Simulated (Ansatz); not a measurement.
# CGeSi: the cost of one run

Computed with Ansatz 0.2.0, Gaussian basis. Level: cc-pVTZ, core rule «outside noble gas», up to 20 orbitals frozen.

Plan: UHF; CCSD(T) on RHF; BCCD(T) on RHF; CCSDT(Q) on RHF.

3 further runs of the same task are left out: 3 set aside as unsound or not needed.

## 1. The system

The geometry is a PBE0/def2-TZVP stationary point (not a proven minimum). No spin-orbit coupling is included. The filled d shell of Ge may be among the frozen orbitals whatever the setting's name suggests; the logs give the count.

3 atoms, charge 0, spin multiplicity 1.

Atoms are counted from 1 here; the program's logs count them from 0.

Bond lengths: C1–Si2 1.691 Å, C1–Ge3 1.773 Å. Angles: Si2–C1–Ge3 121.6°.

## 2. UHF

in.yaml reads:

```yaml
crystal:
  periodic: [false, false, false]
  atoms:
    - {symbol: C, position_ang: [0.000000, -0.733271, 0.663841]}
    - {symbol: Si, position_ang: [0.000000, 0.158705, 2.100901]}
    - {symbol: Ge, position_ang: [0.000000, 0.059881, -0.922055]}
basis:
  gaussian: {orbitals: cc-pVTZ}
magnetization: {spin_polarized: true, initial_magnetization: 0}
hamiltonian: {xc: hf}
output: {orbitals: {seedname: orbitals}}
```

Run with:

```sh
$ ansatz run in.yaml --threads 1 --pin off --events-out ev --progress --plain --max-ram 4096MiB --backend cpu
```

**Question.** How long does this run take on 1 thread of AMD EPYC 7R13, shared host, and how much memory does it need?

About 6 s, with a peak of 0.25 GiB.
